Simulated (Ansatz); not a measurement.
**InH₄+ (triplet): wave-function methods side by side, def2-SVP**

How much of the correlation energy of InH₄+ (triplet) does each wave-function method recover here?

Program: Ansatz 0.2.0, Gaussian basis. Level of theory: def2-SVP, core rule «outside noble gas», up to 9 orbitals frozen. These are calculated values, not measurements.

The runs, in order: UHF; CCSD(T) on ROHF; CCSD(T) on UHF; BCCD(T) on ROHF; CISD; CCSDT(Q) on ROHF; CCSDT(Q) on UHF; CASSCF and MRCISD+Q, 6 electrons in 8 orbitals; CASSCF and NEVPT2, 6 electrons in 8 orbitals; Full CI.

6 further runs of the same task are left out: 1 for a mislabelled method, 2 that didn't finish, 3 set aside as unsound or not needed.

### 1 What is computed

The geometry is a PBE0/def2-TZVP stationary point (not a proven minimum). No spin-orbit coupling is included. Elements past krypton take def2 core potentials.

5 atoms, charge 1, spin multiplicity 3.

Atoms are counted from 1 here; the program's logs count them from 0.

Bond lengths: In1–H2 1.798 Å, In1–H3 1.798 Å, In1–H4 1.798 Å, In1–H5 1.798 Å. Angles: H2–In1–H3 67.7°, H2–In1–H4 133.6°, H2–In1–H5 133.6°, H3–In1–H4 133.6°, H3–In1–H5 133.6°, H4–In1–H5 67.7°.

Geometry (Å):

| atom | x (Å) | y (Å) | z (Å) |
| --- | --- | --- | --- |
| In1 | 0.00000 | 0.00000 | 0.00000 |
| H2 | 0.70138 | 0.71532 | 1.49289 |
| H3 | -0.70912 | -0.70529 | 1.49401 |
| H4 | -0.70644 | 0.70023 | -1.49766 |
| H5 | 0.71417 | -0.71026 | -1.48924 |

### 2 UHF

in.yaml

```yaml
crystal:
  periodic: [false, false, false]
  atoms:
    - {symbol: In, position_ang: [0.000000, 0.000000, 0.000000]}
    - {symbol: H, position_ang: [0.701384, 0.715322, 1.492890]}
    - {symbol: H, position_ang: [-0.709117, -0.705291, 1.494010]}
    - {symbol: H, position_ang: [-0.706435, 0.700227, -1.497657]}
    - {symbol: H, position_ang: [0.714168, -0.710258, -1.489243]}
basis:
  gaussian: {orbitals: def2-SVP}
total_charge: 1
magnetization: {spin_polarized: true, initial_magnetization: 2}
hamiltonian: {xc: hf}
output: {orbitals: {seedname: orbitals}}
```

Command:

```console
$ ansatz run in.yaml --threads 1 --pin off --events-out ev --progress --plain --max-ram 2393MiB
```

Further steps of the session: CCSD(T) on ROHF; CCSD(T) on UHF; BCCD(T) on ROHF; CISD; CCSDT(Q) on ROHF; CCSDT(Q) on UHF; CASSCF and MRCISD+Q, 6 electrons in 8 orbitals; CASSCF and NEVPT2, 6 electrons in 8 orbitals; Full CI.

Q: Predict the results of all the runs planned. Wanted: FCI below the RHF energy; RMP2 from FCI; UMP2 from FCI; RCCSD from FCI; RCCSD(T) from FCI; UCCSD(T) from FCI; RCCSDT(Q) from FCI; UCCSDT(Q) from FCI; NEVPT2 valence from FCI.

The runs gave:

| quantity | value |
| --- | --- |
| FCI below the RHF energy | -2.7886 eV |
| RMP2 from FCI | +16.95 kcal/mol |
| UMP2 from FCI | +17.67 kcal/mol |
| RCCSD from FCI | +1.73 kcal/mol |
| RCCSD(T) from FCI | +0.53 kcal/mol |
| UCCSD(T) from FCI | +0.26 kcal/mol |
| RCCSDT(Q) from FCI | +0.01 kcal/mol |
| UCCSDT(Q) from FCI | -0.24 kcal/mol |
| NEVPT2 valence from FCI | +6.13 kcal/mol |
| MRCISD+Q valence from FCI | -0.25 kcal/mol |
| levels within 1 kcal/mol (43 meV) | RCCSD(T), UCCSD(T), BCCD(T), RCCSDT, UCCSDT, RCCSDT(Q), UCCSDT(Q), MRCISD valence, MRCISD+Q valence |
| T1 diagnostic | 0.030 |
| effectively unpaired electrons | 2.05 |

RCCSD(T) lands +0.53 kcal/mol from the yardstick (0.8 % of the correlation energy). UCCSDT, UCCSDT(Q), MRCISD+Q valence fall below full CI: unrestricted runs freeze a spin-polarised core, another one than full CI's, and coupled cluster isn't variational. One determinant dominates. Of the multireference levels listed MRCISD+Q valence comes nearest in total energy (-0.25 kcal/mol), which doesn't show that its space is the better one. These misses are within one basis, not against nature; the frozen cores of restricted and unrestricted runs differ, which can shift their rows.
